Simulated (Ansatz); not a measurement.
Predict the output of the script below (the Ansatz DFT code, driven from Python).

Contents of `kcaf3_kcaf3.cif`:
```cif
data_KCaF3
_cell_length_a 4.481726
_cell_length_b 4.481726
_cell_length_c 4.481726
_cell_angle_alpha 90.00000
_cell_angle_beta 90.00000
_cell_angle_gamma 90.00000
_symmetry_space_group_name_H-M 'P 1'
_symmetry_Int_Tables_number 1
loop_
_symmetry_equiv_pos_as_xyz
'x, y, z'
loop_
_atom_site_label
_atom_site_type_symbol
_atom_site_fract_x
_atom_site_fract_y
_atom_site_fract_z
K1 K    0.500000    0.500000    0.500000
Ca2 Ca    0.000000    0.000000    0.000000
F3 F    0.000000    0.500000    0.000000
F4 F    0.000000    0.000000    0.500000
F5 F    0.500000    0.000000    0.000000
```

The script reads `kcaf3_k.cif`:
```cif
data_K
_cell_length_a 4.524983
_cell_length_b 4.524983
_cell_length_c 4.524983
_cell_angle_alpha 109.47122
_cell_angle_beta 109.47122
_cell_angle_gamma 109.47122
_symmetry_space_group_name_H-M 'P 1'
_symmetry_Int_Tables_number 1
loop_
_symmetry_equiv_pos_as_xyz
'x, y, z'
loop_
_atom_site_label
_atom_site_type_symbol
_atom_site_fract_x
_atom_site_fract_y
_atom_site_fract_z
K1 K    0.000000    0.000000    0.000000
```

`kcaf3_ca.xyz`
```text
1
Lattice="0.0 2.7942 2.7942 2.7942 0.0 2.7942 2.7942 2.7942 0.0" Properties=species:S:1:pos:R:3 pbc="T T T"
Ca    0.00000000    0.00000000    0.00000000
```

Input file `kcaf3_f2.cif`:
```cif
data_F
_cell_length_a 9.000000
_cell_length_b 9.500000
_cell_length_c 10.000000
_cell_angle_alpha 90.00000
_cell_angle_beta 90.00000
_cell_angle_gamma 90.00000
_symmetry_space_group_name_H-M 'P 1'
_symmetry_Int_Tables_number 1
loop_
_symmetry_equiv_pos_as_xyz
'x, y, z'
loop_
_atom_site_label
_atom_site_type_symbol
_atom_site_fract_x
_atom_site_fract_y
_atom_site_fract_z
F1 F    0.500000    0.500000    0.429000
F2 F    0.500000    0.500000    0.571000
```

The script, `formation.py`:
```python
"""Is KCaF3 bound against its elements, after relaxing cells and atoms."""

from collections import Counter
import warnings

import ansatz
from ase.io import read
import numpy as np

GASES = {"F2"}


def compute(name, crystal):
    calc = (
        crystal.calculation()
        .functional(ansatz.Functional.LDA)
        .basis(460)
        .kpoints(spacing=0.27)
        .occupations("fermi_dirac", width=0.02)
        .stress()
    )
    if name in GASES:
        return calc.kpoints(1, 1, 1).relax(force_tolerance=0.02, max_steps=40).run(threads=1)
    calc = calc.relax(force_tolerance=0.02, max_steps=40, cell=True)
    return calc.run(threads=1)


def counts(outcome):
    return Counter(site.symbol for site in outcome.lattice.sites)

def formation_energy(outcome, mu):
    n = counts(outcome)
    return (outcome.report["energy_sigma0_ev"] - sum(k * mu[element] for element, k in n.items())) / sum(n.values())


def volume_per_atom(outcome):
    return abs(np.linalg.det(outcome.lattice.cell_ang)) / len(outcome.lattice.sites)

warnings.simplefilter("ignore", ansatz.DeckWarning)

phases = {}
atoms = read("kcaf3_kcaf3.cif")
kcaf3 = ansatz.Crystal.from_ase(atoms)
phases["KCaF3"] = kcaf3
atoms = read("kcaf3_k.cif")
k = ansatz.Crystal.from_ase(atoms)
phases["K"] = k
ca = ansatz.Crystal.from_extxyz("kcaf3_ca.xyz")
phases["Ca"] = ca
atoms = read("kcaf3_f2.cif")
f2 = ansatz.Crystal.from_ase(atoms)
phases["F2"] = f2

done = {name: compute(name, crystal) for name, crystal in phases.items()}

# chemical potentials of the elements at zero temperature
references = {"K": "K", "Ca": "Ca", "F": "F2"}
mu = {element: done[name].report["energy_sigma0_ev"] / len(done[name].lattice.sites) for element, name in references.items()}

target = done["KCaF3"]
heat = formation_energy(target, mu)
rows = [(name, len(o.lattice.sites), volume_per_atom(o), formation_energy(o, mu)) for name, o in done.items()]
print("     phase       atoms  V (A^3/atom)  E_form (eV/atom)")
for row in rows:
    print(f"{str(row[0]):>10}  {row[1]:10d}  {row[2]:12.3f}  {row[3]:16.4f}")
# gas references are bare DFT energies, without zero-point or fitted corrections
```

```console
$ python formation.py
     phase       atoms  V (A^3/atom)  E_form (eV/atom)
     KCaF3           5        16.134           -3.6362
         K           1        64.154            0.0000
        Ca           1        37.835            0.0000
        F2           2       427.500            0.0000
```

Caveats:
- For the metals among these phases the mesh is modest: differences between phases can be off by up to 40 meV an atom.
- The program warned that this SCF threshold is loose for forces or stresses.
- The cells come from databases of deposited and of computed structures, and not all need be stable phases.
- The compound is the structure given, not necessarily its lowest; energies are at zero temperature, with no correction for gases. A semilocal functional's error on such energies is often 0.05 to 0.1 eV an atom, and 0.1 to 0.3 eV against gases such as O2 or F2.
- The script silences the warnings on its input, which a real study should read.
- Wall time of the script: 27 s on 1 thread of Arm Neoverse V1, with other jobs on the host, peak memory 0.6 GiB.

(Lines on the test bed's own set-up are left out of the output.)
